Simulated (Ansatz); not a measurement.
# KZn5Ir: the cost of one run

Program: Ansatz 0.2.0. Level of theory: DFT PBE, scalar-relativistic, plane waves, PAW. These are calculated values, not measurements.

**1. The starting structure**

Symmetry: P4/mmm, No. 123, tetragonal system. The conventional cell has a = 4.064 Å, b = 4.064 Å, c = 7.138 Å, α = 90.00°, β = 90.00°, γ = 90.00°. K (site symmetry 4/mmm) is surrounded by 12 Zn at 2.82 to 2.87 Å. Zn (site symmetry 2mm) is surrounded by 2 Ir at 2.60 Å and 2 K at 2.82 Å and 6 Zn at 2.82 to 2.87 Å. Around Zn (site symmetry 4/mmm) lie 8 Zn at 2.82 Å and 4 K at 2.87 Å. Ir (site symmetry 4/mmm) has 8 Zn at 2.60 Å in its first shell of neighbours.

Coordinates:

```
CELL_PARAMETERS angstrom
4.06435 0.00000 0.00000
0.00000 4.06435 0.00000
0.00000 0.00000 7.13843
ATOMIC_POSITIONS crystal
K 0.50000 0.50000 0.00000
Zn 0.50000 0.00000 0.72620
Zn 0.00000 0.50000 0.72620
Zn 0.50000 0.00000 0.27380
Zn 0.00000 0.50000 0.27380
Zn 0.00000 0.00000 0.00000
Ir 0.00000 0.00000 0.50000
```

(A quick probe on a coarse mesh, which set the mesh and smearing, is not shown.)

**3. Coarse relaxation**

File input.yaml:

```yaml
crystal:
  lattice:
    - [4.0643536406, 0.0, 0.0]
    - [0.0, 4.0643536406, 0.0]
    - [0.0, 0.0, 7.1384341254]
  atoms:
    - { symbol: K, position: [0.5, 0.5, 0.0] }
    - { symbol: Zn, position: [0.5, 0.0, 0.7262] }
    - { symbol: Zn, position: [0.0, 0.5, 0.7262] }
    - { symbol: Zn, position: [0.5, 0.0, 0.2738] }
    - { symbol: Zn, position: [0.0, 0.5, 0.2738] }
    - { symbol: Zn, position: [0.0, 0.0, 0.0] }
    - { symbol: Ir, position: [0.0, 0.0, 0.5] }
basis:
  ecutwfc: 420
kpoints:
  mp_grid: { grid: [4, 4, 4] }
hamiltonian:
  xc: pbe
scf:
  occupations: { method: gaussian, width: 0.1 }
  lower_state_search: "off"
output:
  forces: true
  stress: true
  eigenvalues: true
relax:
  adjacent_minimum: "off"
  f_tol: 0.04
  max_steps: 70
  cell: { stress_tol: 0.4 }
```

The run is started by

```
ansatz run input.yaml --threads 1 --pin off --max-ram 2560MiB --backend cpu --events-out ev --progress --plain --runs-dir out
```

What time and memory should one allow on 1 thread of Arm Neoverse N1, shared host?

About 2.9 min, with a peak of 0.46 GiB.
